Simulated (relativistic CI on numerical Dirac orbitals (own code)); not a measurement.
# Ti²⁺: 3s photoemission with charge transfer

Aim: the 3s photoemission spectrum of Ti²⁺ in a cubic metal-ligand cluster, for 3 values of tenDq.

The numbers are computed with relativistic CI on numerical Dirac orbitals (own code) version 3 (charge-transfer multiplet model of a cubic metal-ligand cluster with up to 2 ligand holes, Slater and spin-orbit integrals from Dirac-Coulomb-Breit ions, Slater integrals scaled by 0.8), except any that are marked as measured or tabulated.

**1. The system**

| Quantity | Value |
| --- | --- |
| ion | Ti²⁺ (Ti III) |
| nuclear charge | 22 |
| electrons | 20 |
| d electrons | 2 |
| ligand holes at most | 2 |
| parameters | in eV; Veg, Vt2g hoppings, tenDq and tenDqL metal and ligand splittings (negative tenDq: tetrahedral), red the scaling of hopping with a core hole |
| temperature | 20 K |
| widths | Lorentz 1.4 eV, Gauss 0.8 eV |

**2. tenDq = 1.15 eV**

The run's settings:

```ini
cluster ion=Ti2+ d2 ligand_holes=2 slater_scale=0.8
Delta=7.3 Udd=3.9 Upd=4.8 tenDq=1.15 tenDqL=0.9 Veg=2.05 Vt2g=-0.98 red=1
spectrum xps 3s T=20 lorentz=1.4 gauss=0.8
```

On the command line:

```bash
$ python run_levels.py task.json out
```

The settings of every run stand in task.json; they run in order.

From the run's result record (rounded, not every field):

```text
{
  "status": "converged",
  "curve, one point in 5 above 2 % of the maximum [energy, intensity] [eV from the first main peak; 1/eV]": [
    [-3.9, 0.009204],
    [-3.4, 0.01184],
    [-2.9, 0.01585],
    [-2.4, 0.02242],
    [-1.9, 0.03419],
    [-1.4, 0.05773],
    [-0.9, 0.1071],
    [-0.4, 0.1847],
    [0.1, 0.2199],
    [0.6, 0.1617],
    [1.1, 0.09148],
    [1.6, 0.05454],
    [2.1, 0.03954],
    [2.6, 0.03564],
    [3.1, 0.03972],
    [3.6, 0.05484],
    [4.1, 0.08741],
    [4.6, 0.1201],
    [5.1, 0.1121],
    [5.6, 0.07945],
    [6.1, 0.05431],
    [6.6, 0.04056],
    [7.1, 0.03433],
    [7.6, 0.03205],
    [8.1, 0.0301],
    [8.6, 0.02527],
    [9.1, 0.01825],
    [9.6, 0.01285],
    "... 9 more rows left out ..."
  ],
  "weights": [0.752669, 0.229819, 0.0175116],
  "n_d": 2.26484,
  "n_eg": 0.254353,
  "ground_S": 0.999939,
  "ground_energy [eV]": -4.10504,
  "cluster_levels [E_eV, degeneracy, S, weight_dn]": [
    [1.776e-15, 2, 0.9999, 0.7527],
    [0.0001979, 3, 0.9999, 0.7527],
    [0.01727, 3, 1, 0.7525],
    [0.02578, 1, 1, 0.7525],
    [1.209, 3, 0.01247, 0.7486],
    [1.236, 2, 0.0006891, 0.7468],
    [1.407, 1, 1, 0.7848],
    [1.411, 3, 0.9959, 0.7846],
    [1.416, 3, 1, 0.7848],
    [1.417, 2, 0.9999, 0.7848],
    [2.444, 1, 0.9712, 0.7583],
    [2.452, 3, 1, 0.7589],
    [2.463, 3, 0.9993, 0.7589],
    [2.463, 2, 0.9998, 0.7589],
    [2.503, 1, 0.07916, 0.746],
    [2.736, 3, 0.007222, 0.7692],
    [2.977, 3, 0.9983, 0.8216],
    [2.993, 3, 0.0001235, 0.7636],
    [4.214, 2, 0.0001823, 0.7964],
    [5.793, 1, 0.0001429, 0.7435],
    [6.571, 8, 2, 1.467e-06],
    [6.618, 6, 1, 1.898e-06]
  ],
  "atomic [eV]": {"ground": {"F2dd": 6.57793, "F4dd": 4.09031, "zeta_d": 0.0129948}, "final": {"F2dd": 7.63616, "F4dd": 4.7932, "zeta_d": 0.0183764, "zeta_core": 0.0, "G2cd": 7.8999}}
}
```

It took 2.8 s on 1 thread of Intel Xeon 6975P-C, shared host; peak memory 0.22 GiB.

**3. tenDq = 0.55 eV**

The run's settings:

```ini
cluster ion=Ti2+ d2 ligand_holes=2 slater_scale=0.8
Delta=7.3 Udd=3.9 Upd=4.8 tenDq=0.55 tenDqL=0.9 Veg=2.05 Vt2g=-0.98 red=1
spectrum xps 3s T=20 lorentz=1.4 gauss=0.8
```

From the record:

```text
{
  "status": "converged",
  "curve, one point in 7 above 2 % of the maximum [energy, intensity] [eV from the first main peak; 1/eV]": [
    [-3.2, 0.01328],
    [-2.5, 0.02094],
    [-1.8, 0.03802],
    [-1.1, 0.08442],
    [-0.4, 0.186],
    [0.3, 0.2015],
    [1, 0.1002],
    [1.7, 0.04928],
    [2.4, 0.03494],
    [3.1, 0.03806],
    [3.8, 0.06529],
    [4.5, 0.1175],
    [5.2, 0.11],
    [5.9, 0.06273],
    [6.6, 0.03811],
    [7.3, 0.0341],
    [8, 0.03265],
    [8.7, 0.02382],
    [9.4, 0.01397],
    [10.1, 0.009653],
    [10.8, 0.008522],
    [11.5, 0.009568],
    [12.2, 0.01304],
    [12.9, 0.01309],
    [13.6, 0.007736],
    [14.3, 0.004465]
  ],
  "weights": [0.743378, 0.237955, 0.0186672],
  "n_d": 2.27529,
  "n_eg": 0.295321,
  "ground_S": 0.99993,
  "ground_energy [eV]": -3.72425,
  "cluster_levels [E_eV, degeneracy, S, weight_dn]": [
    [7.55e-15, 2, 0.9999, 0.7434],
    [0.0003449, 3, 0.9999, 0.7434],
    [0.01824, 3, 1, 0.7432],
    [0.02725, 1, 1, 0.7431],
    [0.8648, 1, 1, 0.7782],
    [0.8671, 3, 0.9986, 0.7782],
    [0.8745, 3, 1, 0.7782],
    [0.8748, 2, 1, 0.7782],
    [1.213, 3, 0.005102, 0.7408],
    [1.253, 2, 0.001468, 0.7382],
    [1.864, 3, 0.9992, 0.8209],
    [1.928, 1, 0.9996, 0.7498],
    [1.935, 3, 1, 0.7497],
    [1.946, 3, 0.9992, 0.7497],
    [1.947, 2, 0.9995, 0.7497],
    [2.223, 3, 0.003903, 0.7597],
    [2.319, 1, 0.0009796, 0.7455],
    [2.445, 3, 0.0001206, 0.7559],
    [3.107, 2, 0.0003258, 0.7913],
    [4.874, 1, 0.0002053, 0.728],
    [6.884, 10, 2, 2.124e-06],
    [6.934, 3, 1, 2.136e-06]
  ],
  "atomic [eV]": {"ground": {"F2dd": 6.57793, "F4dd": 4.09031, "zeta_d": 0.0129948}, "final": {"F2dd": 7.63616, "F4dd": 4.7932, "zeta_d": 0.0183764, "zeta_core": 0.0, "G2cd": 7.8999}}
}
```

It took 3.1 s on 1 thread of Intel Xeon 6975P-C, shared host; peak memory 0.23 GiB.

**4. tenDq = 0.85 eV**

The run's settings:

```ini
cluster ion=Ti2+ d2 ligand_holes=2 slater_scale=0.8
Delta=7.3 Udd=3.9 Upd=4.8 tenDq=0.85 tenDqL=0.9 Veg=2.05 Vt2g=-0.98 red=1
spectrum xps 3s T=20 lorentz=1.4 gauss=0.8
```

From the record:

```text
{
  "status": "converged",
  "curve, one point in 7 above 2 % of the maximum [energy, intensity] [eV from the first main peak; 1/eV]": [
    [-3.1, 0.01445],
    [-2.4, 0.02331],
    [-1.7, 0.04388],
    [-1, 0.1008],
    [-0.3, 0.2046],
    [0.4, 0.1839],
    [1.1, 0.08563],
    [1.8, 0.0448],
    [2.5, 0.03481],
    [3.2, 0.04178],
    [3.9, 0.07555],
    [4.6, 0.1226],
    [5.3, 0.09835],
    [6, 0.05584],
    [6.7, 0.03694],
    [7.4, 0.03332],
    [8.1, 0.03077],
    [8.8, 0.02163],
    [9.5, 0.0129],
    [10.2, 0.009288],
    [10.9, 0.008384],
    [11.6, 0.009665],
    [12.3, 0.01321],
    [13, 0.01212],
    [13.7, 0.006839]
  ],
  "weights": [0.748091, 0.233829, 0.0180796],
  "n_d": 2.26999,
  "n_eg": 0.272433,
  "ground_S": 0.999935,
  "ground_energy [eV]": -3.9119,
  "cluster_levels [E_eV, degeneracy, S, weight_dn]": [
    [1.465e-14, 2, 0.9999, 0.7481],
    [0.0002545, 3, 0.9999, 0.7481],
    [0.01772, 3, 1, 0.7479],
    [0.02646, 1, 1, 0.7479],
    [1.134, 3, 0.9739, 0.7803],
    [1.134, 1, 1, 0.7817],
    [1.143, 3, 1, 0.7817],
    [1.144, 2, 0.9998, 0.7817],
    [1.216, 3, 0.07282, 0.7458],
    [1.244, 2, 0.001309, 0.7424],
    [2.183, 1, 0.9987, 0.7546],
    [2.19, 3, 1, 0.7546],
    [2.201, 3, 0.9992, 0.7546],
    [2.201, 2, 0.9997, 0.7546],
    [2.416, 3, 0.9725, 0.8192],
    [2.426, 1, 0.003744, 0.7451],
    [2.477, 3, 0.07774, 0.7671],
    [2.717, 3, 0.000122, 0.7599],
    [3.656, 2, 0.000239, 0.7943],
    [5.314, 1, 0.0001718, 0.7367],
    [6.725, 10, 2, 1.732e-06]
  ],
  "atomic [eV]": {"ground": {"F2dd": 6.57793, "F4dd": 4.09031, "zeta_d": 0.0129948}, "final": {"F2dd": 7.63616, "F4dd": 4.7932, "zeta_d": 0.0183764, "zeta_core": 0.0, "G2cd": 7.8999}}
}
```

It took 3 s on 1 thread of Intel Xeon 6975P-C, shared host; peak memory 0.23 GiB.

**5. Comparison**

| run | d count | weight without ligand hole | ground S | up to four highest peaks (% of the highest), eV from the first main peak |
| --- | --- | --- | --- | --- |
| tenDq = 1.15 eV | 2.26 | 0.75 | 1.00 | 0.0 (100), 4.8 (55), 12.7 (6) |
| tenDq = 0.55 eV | 2.28 | 0.74 | 1.00 | 0.0 (100), 4.8 (57), 12.6 (6) |
| tenDq = 0.85 eV | 2.27 | 0.75 | 1.00 | 0.0 (100), 4.7 (56), 12.6 (6) |

**6. What came out**

| quantity | value |
| --- | --- |
| d count | 2.26 to 2.28 |
| ground spin (effective S from ⟨S²⟩) | 1.00 |

What this shows: From tenDq = 0.55 eV to tenDq = 1.15 eV the ground-state d count goes from 2.28 to 2.26. In the first run d2 holds 75 % of the ground state. The cluster parameters are drawn, not fitted to a compound. The exchange splitting of an s hole comes out too large without intra-shell correlation.
